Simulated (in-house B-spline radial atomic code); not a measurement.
**Hf⁴⁹⁺: starting-point dependence of G0W0 and RPA**

Aim: see how far the highest quasi-particle level and the RPA correlation energy of Hf⁴⁹⁺ depend on the orbitals that they are built on.

The numbers are computed with an in-house B-spline radial atomic code, version 1 (RPA, second order, AC-SOSEX and G0W0 (contour deformation) on a scalar-relativistic mean field, all electrons; no spin-orbit coupling, Breit or QED terms, no two-electron picture change), except any that are marked as measured or tabulated.

## (1) The atom as given

```
element       : hafnium (Z = 72)
charge        : +49
electrons     : 23
configuration : [Ar] 3d5
Hamiltonian   : scalar-relativistic (spin-free one-electron X2C), finite nucleus
starts        : Hartree-Fock, PBE, B3LYP, BHandHLYP
```

The outer shells:

Hf49+
```
[Ar] core
3d [↑ ][↑ ][↑ ][↑ ][↑ ]
```

## (2) Hartree-Fock start

Settings, as recorded:

```ini
Z = 72
electrons = 23.0
configuration = [Ar] 3d5
hamiltonian = x2c
method = hf
lmax = 9
rms_radius = 5.347
spin_polarised = True
box_radius = 2.13
intervals = 60
```

Run with:

```
$ python run_gw.py task.json out
```

One command runs all members of the session, one after another, from task.json.

From the run's result record (rounded, not every field):

```text
{
  "status": "converged",
  "energies [hartree]": {
    "mean_field": -13024.51314,
    "exx_total": -13024.51314,
    "exchange": -204.0561056,
    "rpa": -1.8480519,
    "rpa_summed": -1.828462,
    "direct_second_order": -1.9141972,
    "second_order_exchange": 0.62742337,
    "sosex": 0.61368133
  },
  "rpa_by_multipole [hartree]": [-0.363082, -0.783357, -0.302655, -0.201329, -0.0865223, -0.0458586, -0.0232299, -0.0130965, -0.00661934, -0.00219061, -0.000491336, -3.12306e-05],
  "polarisability [bohr^3: independent particles, RPA]": [0.00326826, 0.00277552],
  "gap [hartree]": 20.47919,
  "levels [hartree]": [
    {"name": "3d up", "occ": 1, "e": -162.6085, "sx": -9.515619, "vxc": -9.515619, "sc": 0.07626547, "z": 0.9969002, "qp": -162.5346, "tail": -0.002351192},
    {"name": "3p down", "occ": 1, "e": -176.6933, "sx": -7.756388, "vxc": -7.756388, "sc": -0.04234121, "z": 0.995935, "qp": -176.7376, "tail": -0.001934749},
    {"name": "3p up", "occ": 1, "e": -179.0379, "sx": -10.15421, "vxc": -10.15421, "sc": 0.538964, "z": 0.9344189, "qp": -178.5007, "tail": -0.001806848},
    {"name": "3s down", "occ": 1, "e": -192.3176, "sx": -9.039729, "vxc": -9.039729, "sc": 0.5913649, "z": 0.9278235, "qp": -191.7279, "tail": -0.001665808},
    {"name": "3d down", "occ": 0, "e": -156.2141, "sx": -3.074292, "vxc": -3.074292, "sc": -0.2006023, "z": 0.9970887, "qp": -156.4171, "tail": -0.00234873}
  ]
}
```

Wall time 1.7 s (1 thread, shared host).

In the record, exx_total is the Hartree-Fock functional on the start's orbitals, rpa_summed the RPA energy up to lmax and rpa the same with the tail beyond it, gap the smallest same-spin excitation energy of the start. For a level, e is the start's value, sx and sc the exchange and correlation self-energies, vxc the start's own term, z the quasi-particle weight, and qp = e + sx − vxc + sc + tail. Deeper levels of weight under 0.85 meet poles of the self-energy and are not shown.

Highest level 3d↑: -4424.80 eV in the start, -4422.79 eV after G0W0, weight 1.00.

The largest part of the RPA energy comes from multipole 1 (43 % of the sum).

## (3) PBE start

The settings differ from step 2 so:

```diff
@@ -4,3 +4,3 @@
 hamiltonian = x2c
-method = hf
+method = pbe,pbe
 lmax = 9
```

Results of the run:

```text
{
  "status": "converged",
  "energies [hartree]": {
    "mean_field": -13025.89071,
    "exx_total": -13024.49587,
    "exchange": -204.0106771,
    "rpa": -1.916959,
    "rpa_summed": -1.8972718,
    "direct_second_order": -1.9945946,
    "second_order_exchange": 0.65792991,
    "sosex": 0.64114027
  },
  "rpa_by_multipole [hartree]": [-0.374042, -0.823933, -0.310937, -0.207894, -0.0879834, -0.0464715, -0.0234451, -0.0131861, -0.0066545, -0.002201, -0.000493489, -3.13699e-05],
  "polarisability [bohr^3: independent particles, RPA]": [0.00386281, 0.00317068],
  "gap [hartree]": 15.94983,
  "levels [hartree]": [
    {"name": "3d up", "occ": 1, "e": -159.961, "sx": -9.51782, "vxc": -6.868176, "sc": 0.09532518, "z": 0.9959966, "qp": -162.5177, "tail": -0.002359902},
    {"name": "3p down", "occ": 1, "e": -174.6378, "sx": -7.780154, "vxc": -5.718365, "sc": -0.03853314, "z": 0.9946267, "qp": -176.74, "tail": -0.001940453},
    {"name": "3d down", "occ": 0, "e": -158.6879, "sx": -3.097683, "vxc": -5.577623, "sc": -0.2114287, "z": 0.9964133, "qp": -156.4218, "tail": -0.00236306}
  ]
}
```

Run time: 1.8 s. Hardware: 1 thread, shared host.

Highest level 3d↑: -4352.76 eV in the start, -4422.33 eV after G0W0, weight 1.00.

## (4) B3LYP start

The settings differ from step 3 so:

```diff
@@ -4,3 +4,3 @@
 hamiltonian = x2c
-method = pbe,pbe
+method = b3lyp
 lmax = 9
```

Results of the run:

```text
{
  "status": "converged",
  "energies [hartree]": {
    "mean_field": -13026.12523,
    "exx_total": -13024.50119,
    "exchange": -204.0182434,
    "rpa": -1.9022674,
    "rpa_summed": -1.8826011,
    "direct_second_order": -1.9772105,
    "second_order_exchange": 0.65111417,
    "sosex": 0.63506246
  },
  "rpa_by_multipole [hartree]": [-0.371926, -0.815014, -0.309225, -0.206474, -0.0876812, -0.0463435, -0.0234, -0.0131671, -0.00664703, -0.00219878, -0.00049302, -3.13374e-05],
  "polarisability [bohr^3: independent particles, RPA]": [0.00372254, 0.0030802],
  "gap [hartree]": 16.83819,
  "levels [hartree]": [
    {"name": "3d up", "occ": 1, "e": -160.507, "sx": -9.517688, "vxc": -7.415406, "sc": 0.09100284, "z": 0.9962182, "qp": -162.5207, "tail": -0.002357743},
    {"name": "3p down", "occ": 1, "e": -175.0696, "sx": -7.776558, "vxc": -6.148448, "sc": -0.03951699, "z": 0.9949409, "qp": -176.7392, "tail": -0.001938958},
    {"name": "3d down", "occ": 0, "e": -158.2314, "sx": -3.093698, "vxc": -5.115455, "sc": -0.2094258, "z": 0.996568, "qp": -156.4214, "tail": -0.00235987}
  ]
}
```

Run time: 1.7 s. Hardware: 1 thread, shared host.

G0W0 moves 3d↑ down by 54.8 eV, to -4422.41 eV.

## (5) BHandHLYP start

The settings differ from step 4 so:

```diff
@@ -4,3 +4,3 @@
 hamiltonian = x2c
-method = b3lyp
+method = bhandhlyp
 lmax = 9
```

Results of the run:

```text
{
  "status": "converged",
  "energies [hartree]": {
    "mean_field": -13026.37524,
    "exx_total": -13024.5083,
    "exchange": -204.0370916,
    "rpa": -1.8809508,
    "rpa_summed": -1.8613133,
    "direct_second_order": -1.9522337,
    "second_order_exchange": 0.64155636,
    "sosex": 0.62648411
  },
  "rpa_by_multipole [hartree]": [-0.368554, -0.802368, -0.306704, -0.204454, -0.0872416, -0.0461598, -0.0233358, -0.0131405, -0.00663661, -0.0021957, -0.000492387, -3.12965e-05],
  "polarisability [bohr^3: independent particles, RPA]": [0.00353298, 0.00295539],
  "gap [hartree]": 18.2057,
  "levels [hartree]": [
    {"name": "3d up", "occ": 1, "e": -161.3092, "sx": -9.516646, "vxc": -8.217265, "sc": 0.08498469, "z": 0.996509, "qp": -162.5259, "tail": -0.002356502},
    {"name": "3p down", "occ": 1, "e": -175.699, "sx": -7.769387, "vxc": -6.772644, "sc": -0.04077952, "z": 0.9953622, "qp": -176.7385, "tail": -0.001938505},
    {"name": "3d down", "occ": 0, "e": -157.4933, "sx": -3.086573, "vxc": -4.367189, "sc": -0.2061515, "z": 0.9967821, "qp": -156.4212, "tail": -0.002356926}
  ]
}
```

Run time: 1.7 s. Hardware: 1 thread, shared host.

The 3d↑ level moves from -4389.45 to -4422.56 eV (weight 1.00).

## (6) The members side by side

```csv
start,level,mean field (eV),G0W0 (eV),weight,RPA (hartree),RPA+SOSEX (hartree),"α, direct RPA (bohr³)",time,miss (eV)
Hartree-Fock,3d↑,-4424.80,-4422.79,0.997,-1.84805,-1.23437,0.002776,1.7 s,+50.8
PBE,3d↑,-4352.76,-4422.33,0.996,-1.91696,-1.27582,0.003171,1.8 s,+50.3
B3LYP,3d↑,-4367.62,-4422.41,0.996,-1.90227,-1.26720,0.003080,1.7 s,+50.4
BHandHLYP,3d↑,-4389.45,-4422.56,0.997,-1.88095,-1.25447,0.002955,1.7 s,+50.6
```

The miss is the G0W0 removal energy (the level with its sign changed) less the tabulated theoretical ionisation energy, 4372.0 ± 4 eV. Times are single runs on a shared host.

## (7) Results

```
                                          quantity                                                              value
   highest level, mean field (range over the runs)                                            -4424.80 to -4352.76 eV
         highest level, G0W0 (range over the runs)                                            -4422.79 to -4422.33 eV
                            RPA correlation energy                                           -1.917 to -1.848 hartree
                                         RPA+SOSEX                                         -1.2758 to -1.2344 hartree
tabulated theoretical ionisation energy (3d shell)  4372.0 ± 4 eV (NIST Atomic Spectra Database, ionization energies)
               G0W0 removal energy less that value                                                  +50.3 to +50.8 eV
```

The starts spread the highest level over 72.0 eV; after G0W0 0.46 eV remain, 0.64 % of that. Without exact exchange the level is bound too weakly, and G0W0 lowers it by 70 eV. The RPA energy is largest in size on PBE and smallest on Hartree-Fock, 3.6 % apart; over the runs it loosely follows the gap of the start, as smaller excitation energies give more correlation. All runs miss the tabulated theoretical ionisation energy, 4372.0 ± 4 eV, by about +50.5 eV (+1.2 %), far more than they differ among themselves. Spin-orbit coupling is left out: in so heavy and highly charged an ion the half-filled shell is really jj-coupled, so the high-spin state computed here is a model and the comparison is rough. Read as a removal energy, the bare PBE level is off by -19.2 eV (-0.44 %) and the nearest bare level, B3LYP's, by -4.38 eV, nearer than G0W0, but by cancellation: self-interaction lowers its value while this Hamiltonian leaves the G0W0 value too high. Spin-orbit coupling, which splits the 3d shell strongly in so heavy an element, is left out.
